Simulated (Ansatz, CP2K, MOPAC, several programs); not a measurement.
Energy against volume for BaCaS2 as one 4-atom ordering (R-3m) on the rocksalt lattice, at fixed shape and fractional coordinates, computed by several methods (PBE and r2SCAN, where shown, with plane waves in Ansatz); the cell shown is that of r2SCAN. With free coordinates or axes held, a curve is too stiff, and on another method's shape its minimum isn't the method's own volume. It is trigonal, R-3m (No. 166); a = 4.275 Å, c = 21.125 Å in the conventional setting, 27.86 Å³ an atom. Ca is surrounded by 6 S at 2.92 Å; Ba is surrounded by 6 S at 3.15 Å; S is surrounded by 3 Ca at 2.92 Å and 3 Ba at 3.15 Å. These are computed values for a spin-unpolarised cell that may be hypothetical; none is a measurement. Energies count from each curve's lowest point; fits are third-order Birch-Murnaghan.

```cif
data_structure
_symmetry_space_group_name_H-M 'R-3m:H'
_symmetry_Int_Tables_number 166
_cell_length_a 4.2747
_cell_length_b 4.2747
_cell_length_c 21.1255
_cell_angle_alpha 90.000
_cell_angle_beta 90.000
_cell_angle_gamma 120.000
_cell_volume 334.31
loop_
_atom_site_label
_atom_site_type_symbol
_atom_site_symmetry_multiplicity
_atom_site_Wyckoff_symbol
_atom_site_fract_x
_atom_site_fract_y
_atom_site_fract_z
_atom_site_occupancy
Ca1 Ca 3 a 0.00000 0.00000 0.00000 1
Ba1 Ba 3 b 0.66667 0.33333 0.83333 1
S1 S 6 c 0.33333 0.66667 0.92576 1
```

r2SCAN, on the shape of its own relaxed cell:
```
V (Å³/atom)  E (meV/atom)
     26.188         18.12
     27.024          4.29
     27.859          0.00
     28.695          3.85
     29.531         14.64
```
V₀ = 27.86 Å³ an atom and B₀ = 52 GPa.

**Question.** PBE, on the shape of its own relaxed cell, gives
```
V (Å³/atom)  E (meV/atom)
     26.315         17.13
     27.154          4.08
     27.994          0.00
     28.834          3.56
     29.674         13.64
```
What equilibrium volume and bulk modulus follow?

**Answer.** V₀ = 28.00 Å³ an atom and B₀ = 48 GPa.

**Question.** PBE/DZVP (CP2K), on the shape of the cell shown, gives
```tsv
V (Å³/atom)	E (meV/atom)
24.516	108.76
26.188	31.21
27.859	0.00
29.531	2.67
31.203	30.20
```
What equilibrium volume and bulk modulus follow?

**Answer.** V₀ = 28.52 Å³ an atom and B₀ = 49 GPa.

light PBE (260 eV and a coarse mesh), on the shape of the cell shown:
```
V (Å³/atom)  E (meV/atom)
     25.631         36.37
     26.745          9.31
     27.859          0.00
     28.974          4.78
     30.088         21.64
     31.203         45.32
```
V₀ = 27.97 Å³ an atom and B₀ = 49 GPa.

PM7 (MOPAC), on the shape of the cell shown, as a cluster of 108 atoms at the zone centre:
```tsv
V (Å³/atom)	E (meV/atom)
24.516	42.91
26.188	0.00
27.859	13.73
29.531	114.91
31.203	258.54
```
The points scatter about the fit by more than 0.3 meV an atom, so no fit is quoted.
